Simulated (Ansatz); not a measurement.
# HF/6-31G(d) (spherical functions) run of GaNH2ClF (SMILES [NH2][Ga]([F])[Cl])

Aim: the vertical ionisation energy of GaNH2ClF at HF/6-31G* (spherical functions), from 2 runs. 

The results are computed with Ansatz 0.2.0.

128 further runs of the same task are left out: 128 set aside as unsound or not needed.

### Step 1. The system as given

GaNH2ClF has 6 atoms, charge 0, and is taken as a singlet. As SMILES, `[NH2][Ga]([F])[Cl]`. Geometry: relaxed at PBE0-D4/def2-TZVP.

Bond lengths: N1–Ga2 1.791 Å, Ga2–F3 1.743 Å, Ga2–Cl4 2.117 Å, N1–H5 1.005 Å, N1–H6 1.005 Å. Angles: N1–Ga2–F3 119.0°, N1–Ga2–Cl4 124.0°, F3–Ga2–Cl4 116.9°, Ga2–N1–H5 121.8°, Ga2–N1–H6 122.2°, H5–N1–H6 113.3°.

### Step 2. The energy at HF/6-31G(d) (spherical functions)

Input file molecule.yaml:

```yaml
crystal:
  periodic: [false, false, false]
  atoms:
    - {symbol: N, position_ang: [-0.193400, 1.027000, -0.045900]}
    - {symbol: Ga, position_ang: [0.233000, -0.711000, 0.012900]}
    - {symbol: F, position_ang: [1.569300, -1.221300, 1.009300]}
    - {symbol: Cl, position_ang: [-0.740100, -2.208600, -1.123700]}
    - {symbol: H, position_ang: [0.201900, 1.691500, 0.596800]}
    - {symbol: H, position_ang: [-1.028600, 1.358600, -0.495600]}
basis:
  gaussian:
    orbitals: 6-31G_st_-spherical.json
total_charge: 0
hamiltonian:
  xc: hf
accuracy: high
output:
  orbitals: {seedname: orbitals}
```

The basis set 6-31G* is read from a file made from the Basis Set Exchange's data (not shown).

Command:

```sh
ansatz run molecule.yaml --threads 1 --pin off --max-ram 3480MiB --events-out events.jsonl --progress --plain --runs-dir runs
```

Standard output:

```text
Warning: RAYON_NUM_THREADS=1 ignored (pool sized by the plan → 1); use --threads N
Functional definition: HF
  name "HF"
  exchange = exact_x
  correlation = 0
1713 factors; integrals over basis functions are off by at most 4.7e-9 eV
mean field evaluation 1: about -69048.8375 eV, gradient 4.0e1 eV
mean field evaluation 2: about -69048.9186 eV, gradient 4.0e1 eV
mean field evaluation 4: about -69052.0199 eV, gradient 2.5e0 eV
mean field evaluation 8: about -69052.0449 eV, gradient 3.7e-4 eV
mean field -69052.04486875 eV, -2537.6158437694 hartree, gradient 1.2e-8 eV, S^2 0.000000; 0 other end points of the search recorded, 0 dependent functions left out
reference -69052.04486875 eV, -2537.6158437694 hartree; 33, 33 occupied and 49, 49 virtual orbitals, 1713 factors
Total energy: -69052.04486875 eV, -2537.6158437694 hartree
```

Run time: 2.9 s. Hardware: 1 thread of Arm Neoverse V1, shared host; peak memory 0.23 GiB.

### Step 3. The doublet cation

Input file input.yaml:

```yaml
crystal:
  periodic: [false, false, false]
  atoms:
    - {symbol: "N", position_ang: [-0.193400, 1.027000, -0.045900]}
    - {symbol: Ga, position_ang: [0.233000, -0.711000, 0.012900]}
    - {symbol: F, position_ang: [1.569300, -1.221300, 1.009300]}
    - {symbol: Cl, position_ang: [-0.740100, -2.208600, -1.123700]}
    - {symbol: H, position_ang: [0.201900, 1.691500, 0.596800]}
    - {symbol: H, position_ang: [-1.028600, 1.358600, -0.495600]}
basis:
  gaussian:
    orbitals: 6-31G_st_-spherical.json
magnetization:
  spin_polarized: true
  initial_magnetization: 1
hamiltonian:
  xc: hf
output: {orbitals: {seedname: orbitals}}
total_charge: 1
accuracy: high
```

The basis set 6-31G* is read from a file made from the Basis Set Exchange's data (not shown).

Command:

```sh
ansatz run input.yaml --threads 1 --pin off --max-ram 3480MiB --events-out events.jsonl --progress --plain --runs-dir runs
```

Standard output:

```text
Warning: RAYON_NUM_THREADS=1 ignored (pool sized by the plan → 1); use --threads N
[... 4 set-up lines as earlier in the session ...]
1713 factors; integrals over basis functions are off by at most 4.7e-9 eV
mean field evaluation 1: about -69037.4320 eV, gradient 3.6e1 eV
mean field evaluation 2: about -69037.4393 eV, gradient 3.6e1 eV
mean field evaluation 4: about -69042.7358 eV, gradient 2.8e0 eV
mean field evaluation 8: about -69042.8421 eV, gradient 2.5e-1 eV
mean field evaluation 16: about -69040.6415 eV, gradient 3.4e0 eV
mean field evaluation 32: about -69040.1266 eV, gradient 3.0e0 eV
mean field -69042.84342208 eV, -2537.2776968414 hartree, gradient 5.3e-8 eV, S^2 0.758824; 1 other end points of the search recorded, 0 dependent functions left out
reference -69042.84342208 eV, -2537.2776968414 hartree; 33, 32 occupied and 49, 50 virtual orbitals, 1713 factors
Total energy: -69042.84342208 eV, -2537.2776968414 hartree
```

Run time: 9.6 s. Hardware: 1 thread of Arm Neoverse V1, shared host; peak memory 0.33 GiB.

### Step 4. What came out

Level: HF/6-31G* (spherical functions).

| quantity | value |
| --- | --- |
| singlet GaNH2ClF: total energy | -2537.61584 Eh |
| singlet GaNH2ClF: HOMO energy | -11.60 eV |
| singlet GaNH2ClF: LUMO energy | 2.01 eV |
| singlet GaNH2ClF: HOMO–LUMO gap | 13.61 eV |
| doublet cation: total energy | -2537.27770 Eh |
| doublet cation: HOMO energy (highest over α and β) | -17.58 eV |
| doublet cation: LUMO energy (lowest over α and β) | -7.47 eV |
| doublet cation: ⟨S²⟩ | 0.759 |
| vertical ionisation energy (to the doublet cation) | 9.201 eV |

**Reading.** Removing an electron at fixed nuclei costs 9.20 eV (888 kJ/mol). −ε(HOMO) before ionisation, 11.60 eV, is 2.40 eV above this ionisation energy.
